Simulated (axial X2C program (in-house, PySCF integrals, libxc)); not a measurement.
# TeSn⁺: bond curves with and without spin–orbit coupling, part 2 of 2

Computed with an in-house X2C program for linear molecules on PySCF integrals; all-electron X2C, Te dyall-cv3z, Sn dyall-cv3z. The steps go on from the part before.

## (8) The spin-free curves together

Energy (eV) of the followed determinant, spin-free, from each level's lowest point:

```
R (Å)   PBE0  HF (jumps)  MP2 (its reference jumps)  CCSD (its reference jumps)  CCSD(T) (its reference jumps)   TPSS
2.340  0.943       1.017                      1.046                         n/a                            n/a  1.022
2.448  0.384       0.423                      0.439                       0.457                          0.482  0.441
2.529  0.148       0.169                      0.178                       0.191                          0.208  0.187
2.609  0.029       0.038                      0.041                       0.048                          0.057  0.049
2.690  0.000       0.000                      0.000                       0.000                          0.000  0.000
2.784  0.049       0.042                      0.046                       0.034                          0.024  0.026
2.878  0.163       0.129                      0.450                       0.188                          0.173  0.116
2.999  0.370       0.189                      0.770                       0.439                          0.417  0.294
3.147  0.670       0.258                      0.985                         n/a                            n/a  0.562
3.362  1.103       0.376                      1.215                         n/a                            n/a  0.973
```

## (9) PBE0, 2c

State followed: Ω = 3/2 (excess of +ω over −ω: ω = 3/2). The scan is laid around 2.690 Å, a first estimate of the minimum, and this SCF restarts from the orbitals of the search.

Output at 2.690 Å:

```text
two-component X2C + atomic mean field  PBE0
basis functions 253  fitting functions 1280  grid points 5803
iter        total energy     max residual
   1     -12964.052177541     3.01e-05
   2     -12964.052177571     4.63e-05
   3     -12964.052177605     1.20e-05
   4     -12964.052177628     4.54e-06
   5     -12964.052177632     1.29e-06
   6     -12964.052177632     4.17e-07
converged
one-electron -18797.09598477  Coulomb 5672.42218276  exact exchange -84.58192005  xc functional -258.70506296  nuclear repulsion 511.47239717  atomic mean-field constant -7.56378978
```

Along the bond, energies from the lowest point:

```csv
R (Å),E (eV),μ (D),HOMO (eV),LUMO (eV),iterations
2.340,0.9488,1.29,-12.68,-10.84,12
2.448,0.3903,1.79,-12.67,-10.54,12
2.529,0.1536,2.18,-12.53,-10.32,12
2.609,0.0326,2.55,-12.34,-10.12,12
2.690,0.0000,2.92,-12.15,-9.94,6
2.784,0.0442,3.33,-11.93,-9.74,12
2.878,0.1520,3.71,-11.72,-9.57,13
2.999,0.3499,4.14,-11.47,-9.37,13
3.147,0.6383,4.48,-11.21,-9.19,15
3.362,1.0585,4.43,-10.92,-8.98,17
```

Dipoles are positive if Sn is the positive end and refer to the centre of mass.

Outer spinors at the reference distance:

| ω | occupied | ε (eV) | atomic character | λ mixture |
| --- | --- | --- | --- | --- |
| 5/2 | yes | -35.01 | 100% Sn d | 100% δ |
| -5/2 | yes | -35.00 | 100% Sn d | 100% δ |
| 3/2 | yes | -34.84 | 100% Sn d | 85% π, 15% δ |
| -3/2 | yes | -34.83 | 100% Sn d | 85% π, 15% δ |
| -1/2 | yes | -34.80 | 100% Sn d | 61% σ, 39% π |
| 1/2 | yes | -34.80 | 100% Sn d | 61% σ, 39% π |
| 1/2 | yes | -22.97 | 76% Te s, 10% Sn s, 8% Sn p | 100% σ |
| -1/2 | yes | -22.11 | 72% Te s, 13% Sn s, 8% Sn p | 100% σ |
| 1/2 | yes | -17.91 | 68% Sn s, 18% Te p, 10% Te s | 100% σ |
| -1/2 | yes | -17.75 | 67% Sn s, 16% Te p, 12% Te s | 100% σ |
| -1/2 | yes | -13.15 | 80% Te p, 13% Sn p, 3% Sn d | 82% π, 18% σ |
| 1/2 | yes | -12.91 | 55% Te p, 30% Sn p, 11% Sn s | 89% σ, 11% π |
| -1/2 | yes | -12.50 | 51% Te p, 37% Sn p, 7% Sn s | 81% σ, 19% π |
| 3/2 | yes | -12.50 | 81% Te p, 14% Sn p, 4% Sn d | 100% π |
| 1/2 | yes | -12.15 | 69% Te p, 26% Sn p, 3% Sn d | 90% π, 10% σ |
| -3/2 | no | -9.94 | 64% Te p, 31% Sn p, 3% Sn d | 100% π |
| -1/2 | no | -8.52 | 82% Sn p, 13% Te p, 4% Te d | 99% π, 1% σ |
| 1/2 | no | -8.39 | 74% Sn p, 20% Te p, 3% Te d | 99% π, 1% σ |
| 3/2 | no | -8.16 | 81% Sn p, 14% Te p, 4% Te d | 100% π |

PBE0 fields in the half plane through the axis: z from -2.4 to 4.8 Å across, distance from the axis 0.15 to 2.25 Å upwards; Te lies at z = 0 and Sn at z = 2.690 Å; the ELF is damped to zero where the density is low.

log10 density (e/bohr³). Ten even steps from ' ' (-4.53 ) to '@' (1.83 ):
```
      ....::::::::::::::::::::::::::::::......    
  ....::::::--------------::::::::::::::::::....  
  ..::::--------====----------------------::::::..
....::----==================--==========------::..
..::::--====++++++++++==========++++++====----::::
..::----==++++****++++++====++++******++====----::
::::--====++**######**++++++++**######**++====--::
::::--==++++**%%@@%%**++++++++##%%@@%%**++====--::
```

ELF. Ten even steps from '0' (0.00 ) to '9' (0.92 ):
```
0000012232221000000110000
0001234555443211123343100
0013467777664322235677630
0025788877776432334688873
0247887655677532223478996
0368874232367522343358998
1478853787247524787437999
1478835686537526384636999
```

Re = 2.686 Å, ωe = 211.8 cm⁻¹, ωexe = 0.389 cm⁻¹, Be = 0.03749 cm⁻¹, De = 2.66 eV, μ = 2.90 D.

## (10) HF, 2c

Output at 2.690 Å:

```text
two-component X2C + atomic mean field  HF
basis functions 253  fitting functions 1280  grid points 5803
iter        total energy     max residual
   1     -12959.092874806     2.59e-01
   2     -12959.130321914     5.69e-03
   3     -12959.131724861     2.50e-03
   4     -12959.131987806     1.52e-03
   5     -12959.132095541     8.97e-04
   6     -12959.132158229     6.56e-04
   7     -12959.132196198     5.26e-04
   8     -12959.132227906     5.29e-04
   9     -12959.132257192     4.04e-04
  10     -12959.132299477     2.31e-04
  11     -12959.132332064     1.62e-04
  12     -12959.132348566     1.29e-04
  13     -12959.132356244     9.66e-05
  14     -12959.132363295     4.75e-05
  15     -12959.132365292     2.22e-05
  16     -12959.132365577     8.78e-06
  17     -12959.132365602     5.21e-06
  18     -12959.132365609     3.62e-06
  19     -12959.132365611     1.72e-06
  20     -12959.132365612     7.99e-07
converged
one-electron -18795.07835375  Coulomb 5670.49770696  exact exchange -338.46032621  xc functional 0.00000000  nuclear repulsion 511.47239717  atomic mean-field constant -7.56378978
```

No constants are quoted: fits of two degrees disagree.

## (11) TPSS, 2c

The SCF at the reference distance of 2.690 Å:

```text
two-component X2C + atomic mean field  TPSS
basis functions 253  fitting functions 1280  grid points 5803
iter        total energy     max residual
   1     -12964.174799718     1.19e-01
   2     -12964.177025618     6.09e-03
   3     -12964.171297977     1.49e-02
   4     -12964.174081850     1.30e-02
   5     -12964.177974568     4.00e-04
   6     -12964.177976553     2.02e-04
   7     -12964.177977382     4.62e-05
   8     -12964.177977408     1.29e-05
   9     -12964.177977416     4.85e-06
  10     -12964.177977418     3.17e-06
converged
one-electron -18795.85698742  Coulomb 5671.12766539  exact exchange 0.00000000  xc functional -343.35726278  nuclear repulsion 511.47239717  atomic mean-field constant -7.56378978
```

Re = 2.710 Å, ωe = 202.6 cm⁻¹, ωexe = 0.394 cm⁻¹, Be = 0.03683 cm⁻¹, De = 2.94 eV, μ = 2.78 D.

## (12) MP2 and beyond, 2c

Correlated methods: 9 electrons correlated (frozen shells, counted by type: Te 4 s, 3 p, 2 d; Sn 4 s, 3 p, 2 d), 313 virtual spinors in MP2, 90 natural virtuals in coupled cluster.

Output of the correlated part at 2.690 Å:

```text
correlated 9  virtual 313  natural virtual 90  E(MP2) -0.162533764  MP2 remainder -0.005131308
iter   CCSD correlation   residual
   1     -0.174789752   1.28e-01
   2     -0.181732860   5.59e-02
   3     -0.183314121   2.63e-02
   4     -0.183674469   1.47e-02
   5     -0.183913151   7.39e-03
   6     -0.183955615   3.11e-03
   7     -0.183989387   1.37e-03
   8     -0.183995250   5.94e-04
   9     -0.183994939   2.33e-04
  10     -0.183996221   8.30e-05
  11     -0.183996452   3.61e-05
  12     -0.183996830   1.69e-05
  13     -0.183996842   9.27e-06
(T) -0.009453269  T1 0.0463  D1 0.0824  max T2 0.074
```

MP2: No constants are quoted: the reference is strongly spin-contaminated.

CCSD: No constants are quoted: the points don't follow one smooth fit.

CCSD(T): No constants are quoted: the points don't follow one smooth fit.

## (13) A higher determinant, 2c

State: Ω = 1/2 (excess of +ω over −ω: ω = 1/2).

Output at the reference distance:

```text
two-component X2C + atomic mean field  PBE0
basis functions 253  fitting functions 1280  grid points 5803
iter        total energy     max residual
   1     -12964.036475238     1.21e-05
   2     -12964.036475253     1.41e-05
   3     -12964.036475259     9.73e-06
   4     -12964.036475265     6.26e-06
   5     -12964.036475269     1.71e-06
   6     -12964.036475270     9.03e-07
converged
one-electron -18796.74838405  Coulomb 5672.08153196  exact exchange -84.57969207  xc functional -258.69853850  nuclear repulsion 511.47239717  atomic mean-field constant -7.56378978
```

```
R (Å)  E above the lowest PBE0 point (eV)
2.340                               1.031
2.448                               0.712
2.529                               0.546
2.609                               0.449
2.690                               0.427
2.784                               0.479
2.878                               0.592
2.999                               0.794
3.147                               1.083
```

No constants are quoted: the points don't follow one smooth fit.

## (14) The 2c curves together

Energy (eV) of the followed determinant, 2c, from each level's lowest point:

```csv
R (Å),PBE0,HF,MP2 (spin-contaminated),CCSD,CCSD(T),TPSS
2.340,0.949,1.026,1.025,n/a,n/a,1.026
2.448,0.390,0.433,0.420,0.461,0.484,0.445
2.529,0.154,0.179,0.159,0.194,0.209,0.191
2.609,0.033,0.044,0.026,0.050,0.057,0.052
2.690,0.000,0.000,0.000,0.000,0.000,0.000
2.784,0.044,0.024,0.129,0.040,0.034,0.022
2.878,0.152,0.076,0.423,0.174,0.163,0.108
2.999,0.350,0.133,0.706,0.403,0.391,0.279
3.147,0.638,0.200,0.928,n/a,n/a,0.539
3.362,1.058,0.309,1.163,n/a,n/a,0.941
```

Time for the job: 4.6 min (1 thread of Arm Neoverse V2, shared host); peak memory 0.71 GiB.

## (15) Results

The summary covers parts 1 to 2.

Lowest determinant that the search found at its distance, spin-free: M_S = 1/2, Λ = 1 (beyond closed shells: π+α, π+β, π-α).

Lowest determinant that the search found at its distance, 2c: Ω = 3/2 (excess of +ω over −ω: ω = 3/2).

```
Hamiltonian  level  Re (Å)  ωe (cm⁻¹)  De (eV)  μ (D)
  spin-free   PBE0   2.681      215.0     2.89   2.99
  spin-free   TPSS   2.706      205.2     3.02   2.85
         2c   PBE0   2.686      211.8     2.66   2.90
         2c   TPSS   2.710      202.6     2.94   2.78
```

Dipoles are positive if Sn is the positive end and refer to the centre of mass. No constants: spin-free HF (the solution changes its character somewhere along the scan, so the fit is set aside); spin-free MP2 (the reference changes its character somewhere along the scan, so the fit is set aside); spin-free CCSD (the reference changes its character somewhere along the scan, so the fit is set aside); spin-free CCSD(T) (the reference changes its character somewhere along the scan, so the fit is set aside); 2c HF (fits of two degrees disagree); 2c MP2 (the reference is strongly spin-contaminated); 2c CCSD (the points don't follow one smooth fit); 2c CCSD(T) (the points don't follow one smooth fit).

Time per point (s) on 1 thread of Arm Neoverse V2, shared host (2c runs); the times are rough: PBE0 2, TPSS 1.3.

**Reading.** At PBE0, going from spin-free to two-component changes Re by +4 mÅ, ωe by -1.5 %, which is small (part of it comes from the scalar share of the two-electron terms). It costs about 1.7 times the time. De moves by -0.23 eV; both De rest on single-determinant atoms, which can miss part of an open shell's spin–orbit lowering.

De refers to Te + Sn+, each in the lowest determinant found, which need not be this curve's own limit. Each curve is one determinant whose occupation by symmetry is held fixed; it was picked as the lowest of a PBE0 search that is not exhaustive. De is counted from the lowest determinant-based energies of the atoms at the same level, without counterpoise correction. Density functionals use the spin component along the axis (collinear). The meta-GGAs lack a current-density term, which matters for open shells with orbital currents, atoms included. At some level an empty orbital lies below a filled one. The spin-free determinant is spin-contaminated at some levels.
